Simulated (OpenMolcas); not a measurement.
# C3H11AlO (SMILES C[Al-](C)(C)[OH2+]): levels of theory compared

Aim: a comparison of 6 runs (HF/3-21G, PBE0/6-31G*, SVWN5/6-31G*, TPSS/6-31G*, revPBE/6-31G*, B3LYP/6-31G*) of C3H11AlO. 

The calculation is run with OpenMolcas 26.06.

1 further run of the same task is left out (set aside as unsound or not needed).

### Step 1. The structure to begin with

C3H11AlO has 16 atoms, charge 0, and is taken as a singlet. As SMILES, `C[Al-](C)(C)[OH2+]`. The Al2–O5 distance was set to 2.365 Å, away from the relaxed value.

Bond lengths: C1–Al2 1.979 Å, Al2–C3 1.979 Å, Al2–C4 1.966 Å, C1–H6 1.097 Å, C1–H7 1.096 Å, C1–H8 1.097 Å, C3–H9 1.097 Å, C3–H10 1.097 Å, C3–H11 1.096 Å, C4–H12 1.095 Å, C4–H13 1.096 Å, C4–H14 1.095 Å, O5–H15 0.964 Å, O5–H16 0.964 Å. Some angles: C1–Al2–C3 117.8°, C1–Al2–C4 117.9°, C3–Al2–C4 118.0°, Al2–C1–H6 113.5°, Al2–C1–H7 110.5°, Al2–C1–H8 113.0°, Al2–C3–H9 113.0°, Al2–C3–H10 113.5°, Al2–C3–H11 110.5°, Al2–C4–H12 112.4°.

### Step 2. The energy at HF/3-21G (run 1)

File test.inp:

```
* C3H11AlO Hartree-Fock
>>> EXPORT MOLCAS_PRINT=2

&GATEWAY
  BasLib=$CurrDir
  Coord
  16
  angstrom
  C       -0.434918       0.600243      -1.909675
  Al       0.288642      -0.263397      -0.282545
  C        1.901992       0.531503       0.543515
  C       -0.007688      -2.194007      -0.054435
  O       -1.268240       0.678630       1.227590
  H       -0.382688       1.695213      -1.883715
  H        0.134012       0.291773      -2.794225
  H       -1.476148       0.322733      -2.114685
  H        2.046612       0.221033       1.585595
  H        1.910362       1.627743       0.520065
  H        2.804592       0.211223       0.010635
  H        0.186462      -2.528087       0.970225
  H        0.657172      -2.774537      -0.704245
  H       -1.030648      -2.492237      -0.307145
  H       -0.808840       1.221910       1.877580
  H       -1.880870       1.252980       0.754900
  Basis=3-21G
  Group=NoSym

&SEWARD

&SCF
  Thresholds=1e-10 1e-07 1e-07 1e-05
  PrOrbitals=1 1
```

The basis set 3-21G is read from a file made from the Basis Set Exchange's data (not shown).

Run with:

```
$ export MOLCAS_MEM=1860
$ pymolcas test.inp > test.log
```

The log of the run:

```text
--- Start Module: gateway ---
[...]
--- Stop Module: gateway /rc=_RC_ALL_IS_WELL_ ---
--- Start Module: seward ---
[...]
      Basis functions           71
--- Stop Module: seward /rc=_RC_ALL_IS_WELL_ ---
[...]
--- Start Module: scf ---
[...]
       Convergence after  11 Iterations
[...]
::    Total SCF energy                               -434.4374821150
[...]
      Total spin, S                                     0.0000000000
[...]
      Total electronic charge=   50.000000
      Total            charge=   -0.000000
[...]
      Dipole Moment (debye):
      Origin of the operator (angstrom)=    0.0799   -0.1106   -0.0792
                   X= -2.0166E+00               Y=  3.1576E+00               Z=  2.0098E+00           Total=  4.2516E+00
      Quadrupole Moment (debye*angstrom):
[...]
--- Stop Module: scf /rc=_RC_ALL_IS_WELL_ ---
[...]
```

Wall time 4.8 s (1 thread of Intel Xeon Platinum 8259CL at 2.50GHz (Skylake/Cascade Lake), shared host); peak memory 0.42 GiB.

### Step 3. The energy at PBE0/6-31G(d) (spherical functions) (run 2)

File test.input:

```
* C3H11AlO Kohn-Sham DFT

&GATEWAY
  BasLib = $CurrDir
  BasisSet
  C.6-31Gs....
  C1 -0.434918 0.600243 -1.909675 angstrom
  C3 1.901992 0.531503 0.543515 angstrom
  C4 -0.007688 -2.194007 -0.054435 angstrom
  End of Basis
  BasisSet
  Al.6-31Gs....
  Al2 0.288642 -0.263397 -0.282545 angstrom
  End of Basis
  BasisSet
  O.6-31Gs....
  O5 -1.268240 0.678630 1.227590 angstrom
  End of Basis
  BasisSet
  H.6-31Gs....
  H6 -0.382688 1.695213 -1.883715 angstrom
  H7 0.134012 0.291773 -2.794225 angstrom
  H8 -1.476148 0.322733 -2.114685 angstrom
  H9 2.046612 0.221033 1.585595 angstrom
  H10 1.910362 1.627743 0.520065 angstrom
  H11 2.804592 0.211223 0.010635 angstrom
  H12 0.186462 -2.528087 0.970225 angstrom
  H13 0.657172 -2.774537 -0.704245 angstrom
  H14 -1.030648 -2.492237 -0.307145 angstrom
  H15 -0.808840 1.221910 1.877580 angstrom
  H16 -1.880870 1.252980 0.754900 angstrom
  End of Basis

&SEWARD
  GridInput
  Grid=UltraFine
  End of Grid

&SCF
  KSDFT = PBE0
  Thresholds = 1e-10 1e-07 1e-07 1e-05
  PrOrbitals = 1 1
```

The basis set 6-31G* is read from a file made from the Basis Set Exchange's data (not shown).

Run with:

```
$ export MOLCAS_MEM=1860
$ pymolcas test.input > test.log
```

The log of the run:

```text
--- Start Module: gateway ---
[...]
--- Stop Module: gateway /rc=_RC_ALL_IS_WELL_ ---
--- Start Module: seward ---
[...]
      Basis functions           96
--- Stop Module: seward /rc=_RC_ALL_IS_WELL_ ---
[...]
--- Start Module: scf ---
[...]
       Convergence after  13 Iterations
[...]
::    Total KS-DFT energy                            -438.2404656796
[...]
      Total spin, S                                     0.0000000000
[...]
      Total electronic charge=   50.000000
      Total            charge=   -0.000000
[...]
      Dipole Moment (debye):
      Origin of the operator (angstrom)=    0.0799   -0.1106   -0.0792
                   X= -1.8720E+00               Y=  2.7295E+00               Z=  1.8600E+00           Total=  3.7966E+00
      Quadrupole Moment (debye*angstrom):
[...]
--- Stop Module: scf /rc=_RC_ALL_IS_WELL_ ---
[...]
```

Wall time 59 s (1 thread of Intel Xeon Platinum 8259CL at 2.50GHz (Skylake/Cascade Lake), shared host); peak memory 0.53 GiB.

### Step 4. The energy at SVWN5/6-31G(d) (spherical functions) (run 3)

File coord.xyz:

```xyz
16

C     -0.434918     0.600243    -1.909675
Al     0.288642    -0.263397    -0.282545
C      1.901992     0.531503     0.543515
C     -0.007688    -2.194007    -0.054435
O     -1.268240     0.678630     1.227590
H     -0.382688     1.695213    -1.883715
H      0.134012     0.291773    -2.794225
H     -1.476148     0.322733    -2.114685
H      2.046612     0.221033     1.585595
H      1.910362     1.627743     0.520065
H      2.804592     0.211223     0.010635
H      0.186462    -2.528087     0.970225
H      0.657172    -2.774537    -0.704245
H     -1.030648    -2.492237    -0.307145
H     -0.808840     1.221910     1.877580
H     -1.880870     1.252980     0.754900
```

File mol.input:

```
&gateway
  baslib = $CurrDir
  coord = coord.xyz
  basis = 6-31Gs
  group = NoSym

&seward
  gridinput
  Grid=UltraFine
  End of Grid

&scf
  ksdft = SVWN5
  thresholds = 1e-10 1e-07 1e-07 1e-05
  prorbitals = 0
```

The basis set 6-31G* is read from a file made from the Basis Set Exchange's data (not shown).

Run with:

```
$ export MOLCAS_MEM=1860
$ pymolcas mol.input > mol.log
```

The log of the run:

```text
--- Start Module: gateway ---
[...]
--- Stop Module: gateway /rc=_RC_ALL_IS_WELL_ ---
--- Start Module: seward ---
[...]
      Basis functions           96
--- Stop Module: seward /rc=_RC_ALL_IS_WELL_ ---
[...]
--- Start Module: scf ---
[...]
       Convergence after  14 Iterations
[...]
::    Total KS-DFT energy                            -435.8039006960
[...]
      Total spin, S                                     0.0000000000
[...]
      Total electronic charge=   50.000000
      Total            charge=   -0.000000
[...]
      Dipole Moment (debye):
      Origin of the operator (angstrom)=    0.0799   -0.1106   -0.0792
                   X= -1.8556E+00               Y=  2.7258E+00               Z=  1.8443E+00           Total=  3.7782E+00
      Quadrupole Moment (debye*angstrom):
[...]
--- Stop Module: scf /rc=_RC_ALL_IS_WELL_ ---
[...]
```

It took 44 s on 1 thread of Intel Xeon Platinum 8259CL at 2.50GHz (Skylake/Cascade Lake), shared host; peak memory 0.53 GiB.

Runs 4 to 5 aren't shown in full; the table further down has their settings and results.

### Step 5. The energy at B3LYP/6-31G(d) (Cartesian functions) (run 6)

File mol.input:

```
&GATEWAY
  BasLib
  $CurrDir
  BasisSet
  C.6-31Gs....
  C1 -0.434918 0.600243 -1.909675 angstrom
  C3 1.901992 0.531503 0.543515 angstrom
  C4 -0.007688 -2.194007 -0.054435 angstrom
  End of Basis
  BasisSet
  Al.6-31Gs....
  Al2 0.288642 -0.263397 -0.282545 angstrom
  End of Basis
  BasisSet
  O.6-31Gs....
  O5 -1.268240 0.678630 1.227590 angstrom
  End of Basis
  BasisSet
  H.6-31Gs....
  H6 -0.382688 1.695213 -1.883715 angstrom
  H7 0.134012 0.291773 -2.794225 angstrom
  H8 -1.476148 0.322733 -2.114685 angstrom
  H9 2.046612 0.221033 1.585595 angstrom
  H10 1.910362 1.627743 0.520065 angstrom
  H11 2.804592 0.211223 0.010635 angstrom
  H12 0.186462 -2.528087 0.970225 angstrom
  H13 0.657172 -2.774537 -0.704245 angstrom
  H14 -1.030648 -2.492237 -0.307145 angstrom
  H15 -0.808840 1.221910 1.877580 angstrom
  H16 -1.880870 1.252980 0.754900 angstrom
  End of Basis

&SEWARD
  GridInput
  Grid=UltraFine
  End of Grid

&SCF
  KSDFT
  B3LYP
  Thresholds
  1e-10 1e-07 1e-07 1e-05
  PrOrbitals
  1 1
```

The basis set 6-31G* is read from a file made from the Basis Set Exchange's data (not shown).

Run with:

```
$ export MOLCAS_MEM=1860
$ pymolcas mol.input > mol.log
```

The log of the run:

```text
--- Start Module: gateway ---
[...]
--- Stop Module: gateway /rc=_RC_ALL_IS_WELL_ ---
--- Start Module: seward ---
[...]
      Basis functions          101
--- Stop Module: seward /rc=_RC_ALL_IS_WELL_ ---
[...]
--- Start Module: scf ---
[...]
       Convergence after  12 Iterations
[...]
::    Total KS-DFT energy                            -438.6242555981
[...]
      Total spin, S                                     0.0000000000
[...]
      Total electronic charge=   50.000000
      Total            charge=   -0.000000
[...]
      Dipole Moment (debye):
      Origin of the operator (angstrom)=    0.0799   -0.1106   -0.0792
                   X= -1.8900E+00               Y=  2.7231E+00               Z=  1.8770E+00           Total=  3.8093E+00
      Quadrupole Moment (debye*angstrom):
[...]
--- Stop Module: scf /rc=_RC_ALL_IS_WELL_ ---
[...]
```

Wall time 53 s (1 thread of Intel Xeon Platinum 8259CL at 2.50GHz (Skylake/Cascade Lake), shared host); peak memory 0.57 GiB.

### Step 6. All runs side by side

```csv
run,level,integration grid,Cartesian functions,energy (Eh),dipole moment (D),HOMO energy (eV),LUMO energy (eV),wall time
1,HF/3-21G,–,no,-434.437482,4.25,-9.87,4.34,4.8 s
2,PBE0/6-31G* (spherical functions),UltraFine,no,-438.240466,3.80,-6.72,0.47,59 s
3,SVWN5/6-31G* (spherical functions),UltraFine,no,-435.803901,3.78,-5.41,-0.60,44 s
4,TPSS/6-31G* (spherical functions),UltraFine,no,-438.639983,3.83,-5.53,-0.28,89 s
5,revPBE/6-31G* (spherical functions),UltraFine,no,-438.466833,3.76,-5.33,-0.37,60 s
6,B3LYP/6-31G* (Cartesian functions),UltraFine,yes,-438.624256,3.81,-6.46,0.06,53 s
```

### Step 7. What came out

| quantity | value |
| --- | --- |
| run 6: total energy | -438.62426 Eh |
| run 6: dipole moment | 3.81 D |
| run 6: HOMO energy | -6.46 eV |
| run 6: LUMO energy | 0.06 eV |
| run 6: HOMO–LUMO gap | 6.52 eV |

In words: The dipole moment (its size) runs from 3.76 D (revPBE/6-31G*) to 4.25 D (HF/3-21G). The two ends differ in method and basis. The HOMO–LUMO gap runs from 4.81 eV (SVWN5/6-31G*) to 14.21 eV (HF/3-21G). Totals of different functionals can't be ranked against each other. All runs together took 5.2 min, the longest 89 s.
